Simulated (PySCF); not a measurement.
# The bond of Cu₂+, level by level

An exercise on one series of results from a longer session: the logs are not shown, and one member is left open.

Method: Cu def2-TZVPPD, no relativity; program: PySCF 2.14.0.

Set-up of the first run:

The job is set up so:

```yaml
atoms: Cu, Cu
charge: 1
basis: Cu def2-TZVPPD
Hamiltonian: no relativity
basis_functions: 134
electrons_treated: 57
masses_in_u: 62.9296, 62.9296
levels: PBE0, PBE, r²SCAN, M06, PBEsol, TPSS, MN15, revPBE, LC-ωPBE, HF, MP2, SCS-MP2
grid: 80 radial by 434 angular points
occupations: held fixed by the projection of orbital angular momentum
dissociation_limit: Cu+ + Cu, each in its ground configuration
starting_distance_in_angstrom: 2.370
values_of_2S_to_try: 1, 3
```

Launch:

```sh
> OMP_NUM_THREADS=2 python dia.py task.json out
```

Steps of the session up to this table: The job; PBE0 along the bond; Other states along the same grid; PBE (GGA); r²SCAN (meta-GGA); M06; PBEsol (GGA); TPSS; MN15; revPBE; LC-ωPBE; UHF.

One of the session's tables, all rows but one given; the rest of the session is left out.

Energy (eV) from each level's lowest point:

```
R (Å)    UHF  UHF-MP2  UHF-SCS-MP2    PBE  PBEsol
2.115  0.743    0.359        0.414  0.302   0.229
2.213      ?        ?            ?      ?       ?
2.312  0.267    0.046        0.069  0.021   0.004
2.385  0.168    0.009        0.021  0.000   0.000
2.459  0.098    0.000        0.000  0.007   0.022
2.533  0.051    0.011        0.000  0.033   0.062
2.631  0.014    0.047        0.023  0.089   0.133
2.754  0.000    0.114        0.075  0.177   0.237
2.902  0.015    0.213        0.159  0.292   0.368
3.098  0.069    0.359        0.288  0.442   0.534
```

Q: Estimate the row for R (Å) = 2.213 from the others.

Worked estimate for «UHF». A straight line through the neighbours (2.115, 0.743) and (2.312, 0.267) gives 0.743 + (0.267 − 0.743) × (2.213 − 2.115) / (2.312 − 2.115) = 0.506; a parabola fitted to 3 rows on both sides gives 0.468.

As computed: UHF: 0.458; UHF-MP2: 0.154; UHF-SCS-MP2: 0.193; PBE: 0.111; PBEsol: 0.068. In «UHF» the line misses by +0.048 and the parabola by +0.010.
